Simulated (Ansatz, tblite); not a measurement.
# GeH(OMe)3 (C3H10GeO3): a ladder of methods and basis sets

The task here is to estimate one member of a computed series from the others.

Program: Ansatz 0.2.0, Gaussian basis. Level of theory: as each input shows. These are calculated values, not measurements.

Levels to be run: GFN1-xTB, GFN2-xTB, PBE-D4/def2-TZVP, r2SCAN-D4/def2-TZVP, LDA/def2-TZVP, revPBE-D4/def2-TZVP, HF/def2-TZVP, PBE-D4/def2-SVP, PBE0-D4/def2-SVP, HF/STO-3G, PBE0-D4/def2-TZVPD, PBE-D4/def2-TZVPD, LDA/def2-TZVPD, CCSD(T)/def2-SVP, MP2/def2-TZVP, RPA/def2-TZVP.

3 further runs of the same task are left out: 1 that didn't finish, 2 set aside as unsound or not needed.

## The relaxed structure

The singlet was relaxed beforehand with B3LYP-D4/def2-SVP.

17 atoms, charge 0, spin multiplicity 1.

Bond lengths: Ge1–H2 1.532 Å, Ge1–O3 1.766 Å, Ge1–O8 1.770 Å, Ge1–O13 1.781 Å, O3–C4 1.416 Å, C4–H5 1.106 Å, C4–H6 1.103 Å, C4–H7 1.103 Å, O8–C9 1.416 Å, C9–H10 1.102 Å, C9–H11 1.106 Å, C9–H12 1.105 Å, O13–C14 1.412 Å, C14–H15 1.107 Å, C14–H16 1.102 Å, C14–H17 1.106 Å. Angles: H2–Ge1–O3 114.5°, H2–Ge1–O8 106.0°, H2–Ge1–O13 113.5°, O3–Ge1–O8 108.1°, O3–Ge1–O13 104.3°, O8–Ge1–O13 110.5°, Ge1–O3–C4 124.4°, O3–C4–H5 111.3°, O3–C4–H6 108.2°, O3–C4–H7 112.4°, H5–C4–H6 107.9°, H5–C4–H7 108.2°, H6–C4–H7 108.7°, Ge1–O8–C9 120.9°, O8–C9–H10 108.2°, O8–C9–H11 112.0°, O8–C9–H12 111.9°, H10–C9–H11 108.2° and more.

PBE0-D4/def2-TZVP was run before; its log isn't repeated, and its numbers join the tables.

The first run:

Tight binding, by tblite at 300 K electronic temperature and without a spin-polarisation term:

```python
tblite.interface.Calculator('GFN1-xTB', numbers, positions, charge=0, uhf=0).singlepoint()
```

Tight binding, by tblite at 300 K electronic temperature and without a spin-polarisation term:

```python
tblite.interface.Calculator('GFN2-xTB', numbers, positions, charge=0, uhf=0).singlepoint()
```

start.molden holds the orbitals of an earlier run on this state, given as this run's starting guess.

in.yaml

```yaml
crystal:
  periodic: [false, false, false]
  atoms:
    - {symbol: Ge, position_ang: [0.099528, -0.000769, 1.036643]}
    - {symbol: H, position_ang: [-0.148085, -0.319380, 2.514387]}
    - {symbol: O, position_ang: [1.790707, -0.103212, 0.539517]}
    - {symbol: C, position_ang: [2.322867, -1.128687, -0.278606]}
    - {symbol: H, position_ang: [2.666753, -1.987868, 0.327078]}
    - {symbol: H, position_ang: [3.195005, -0.722302, -0.817161]}
    - {symbol: H, position_ang: [1.592624, -1.499085, -1.017282]}
    - {symbol: O, position_ang: [-0.441755, 1.667552, 0.799391]}
    - {symbol: C, position_ang: [-0.173072, 2.353877, -0.409320]}
    - {symbol: H, position_ang: [-0.462972, 3.408812, -0.277243]}
    - {symbol: H, position_ang: [-0.751803, 1.940735, -1.256969]}
    - {symbol: H, position_ang: [0.898502, 2.316711, -0.675327]}
    - {symbol: O, position_ang: [-0.753570, -1.096430, -0.078504]}
    - {symbol: C, position_ang: [-2.163056, -1.180754, -0.090557]}
    - {symbol: H, position_ang: [-2.569589, -1.567956, 0.864083]}
    - {symbol: H, position_ang: [-2.461991, -1.877996, -0.889855]}
    - {symbol: H, position_ang: [-2.640103, -0.203236, -0.290275]}
basis:
  gaussian: {orbitals: def2-TZVP, initial_orbitals: start.molden}
hamiltonian: {xc: pbe, dispersion: d4}
scf: {omitted_lower_state_checks: [starts]}
output: {orbitals: {seedname: orbitals}}
```

Started as:

```bash
> ansatz run in.yaml --threads 4 --pin off --events-out ev --progress --plain --max-ram 4787MiB
```

Among the steps run: PBE-D4/def2-TZVP; r2SCAN-D4/def2-TZVP; LDA/def2-TZVP; revPBE-D4/def2-TZVP; HF/def2-TZVP; PBE-D4/def2-SVP; PBE0-D4/def2-SVP; HF/STO-3G; PBE0-D4/def2-TZVPD; PBE-D4/def2-TZVPD; LDA/def2-TZVPD; CCSD(T)/def2-SVP; MP2/def2-TZVP; RPA/def2-TZVP.

One table of the session follows, with a row left open; its other results are not shown here.

| method | binding an atom (eV) |
| --- | --- |
| HF/STO-3G | 3.300 |
| HF/def2-SVP | 2.787 |
| HF/def2-TZVP | 2.756 |
| LDA/def2-TZVP | 4.459 |
| LDA/def2-TZVPD | 4.460 |
| PBE-D4/def2-SVP | 3.966 |
| PBE-D4/def2-TZVP | 3.938 |
| PBE-D4/def2-TZVPD | 3.938 |
| revPBE-D4/def2-TZVP | 3.835 |
| r2SCAN-D4/def2-TZVP | ? |
| PBE0-D4/def2-SVP | 3.881 |
| PBE0-D4/def2-TZVP | 3.855 |
| PBE0-D4/def2-TZVPD | 3.856 |
| MP2/def2-SVP | 3.722 |
| MP2/def2-TZVP | 3.806 |
| CCSD/def2-SVP | 3.637 |
| CCSD(T)/def2-SVP | 3.674 |

Q: Estimate the row for r2SCAN-D4/def2-TZVP from the others.

The run gave: binding an atom (eV): 3.874. In the column «binding an atom (eV)» it lies between PBE0-D4/def2-TZVPD (3.856) and PBE0-D4/def2-SVP (3.881).

Among the levels timed on like hardware and quicker than the yardstick, those that no quicker one beats, quickest first: HF/STO-3G (0.7 s, -0.374 eV); PBE-D4/def2-SVP (2.4 s, +0.292 eV); PBE0-D4/def2-SVP (4.7 s, +0.206 eV); revPBE-D4/def2-TZVP (6 s, +0.160 eV); MP2/def2-TZVP (14 s, +0.131 eV).

Limits of these values: Free atoms were run apart at each level; binding is atoms less cluster, divided by the number of atoms, without zero-point or spin-orbit terms. The yardstick is in a double-zeta basis, so levels in larger sets aren't compared like for like. CCSD(T)/def2-SVP isn't at the basis-set limit; small misses against it rank nothing.
